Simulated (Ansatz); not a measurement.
# HfSi3W: the cost of one run

Computed with Ansatz 0.2.0 (DFT PBE, scalar-relativistic, plane waves, PAW, unless a step names another level, unless a step's input says otherwise).

3 further runs of the same task are left out: 2 that didn't finish, 1 set aside as unsound or not needed.

## (1) The starting structure

Symmetry: I4mm, No. 107, tetragonal system. The conventional cell has a = 3.203 Å, b = 3.203 Å, c = 14.928 Å, α = 90.00°, β = 90.00°, γ = 90.00°. Hf (site symmetry 4mm) has 9 Si at 2.83 to 2.94 Å and 4 Hf at 3.20 Å and 1 W at 3.21 Å as nearest neighbours. Around Si (site symmetry 4mm) lie 4 W at 2.64 Å and 1 Si at 2.66 Å and 4 Hf at 2.93 Å. Si (site symmetry 4mm) is surrounded by 1 W at 2.56 Å and 4 Si at 2.59 Å and 4 Hf at 2.83 Å. Si (site symmetry 4mm) has 5 Si at 2.59 to 2.66 Å and 4 W at 2.62 Å and 1 Hf at 2.94 Å as nearest neighbours. W (site symmetry 4mm) is surrounded by 9 Si at 2.56 to 2.64 Å.

Structure file:

```
Hf Si W
1.0
    -1.60157    1.60157    7.46412
     1.60157   -1.60157    7.46412
     1.60157    1.60157   -7.46412
Hf Si W
1 3 1
Direct
  0.00591 0.00591 0.00000
  0.38118 0.38118 0.00000
  0.61910 0.61910 0.00000
  0.20300 0.20300 0.00000
  0.79080 0.79080 0.00000
```

It came out lowest among 31 distinct ends of the trial cells. At a tolerance of 0.05 Å it has space group I4mm (No. 107).

## (2) A stricter relaxation, on the response runs' mesh and smearing

input.yaml reads:

```yaml
crystal:
  lattice:
    - [-1.6015698395, 1.6015698395, 7.4641212196]
    - [1.6015698395, -1.6015698395, 7.4641212196]
    - [1.6015698395, 1.6015698395, -7.4641212196]
  atoms:
    - { symbol: Hf, position: [0.0059112585, 0.0059112585, 0.0] }
    - { symbol: Si, position: [0.3811818178, 0.3811818178, 0.0] }
    - { symbol: Si, position: [0.6191042326, 0.6191042326, 0.0] }
    - { symbol: Si, position: [0.20299938, 0.20299938, 0.0] }
    - { symbol: W, position: [0.790803311, 0.790803311, 0.0] }
basis:
  ecutwfc: 420
kpoints:
  mp_grid: { grid: [14, 14, 14] }
hamiltonian:
  xc: pbe
scf:
  occupations: { method: gaussian, width: 0.1 }
output:
  forces: true
  stress: true
  eigenvalues: true
relax:
  adjacent_minimum: "off"
  f_tol: 0.001
  max_steps: 60
  cell: { stress_tol: 0.01 }
```

Command:

```console
$ ansatz run input.yaml --threads 3 --pin off --max-ram 7680MiB --backend cpu --events-out ev --progress --plain --runs-dir out
```

Q: Estimate wall time and peak memory on 3 threads of Intel Xeon Platinum 8259CL at 2.50GHz (Skylake/Cascade Lake), shared host.

About 89 s, with a peak of 0.83 GiB.
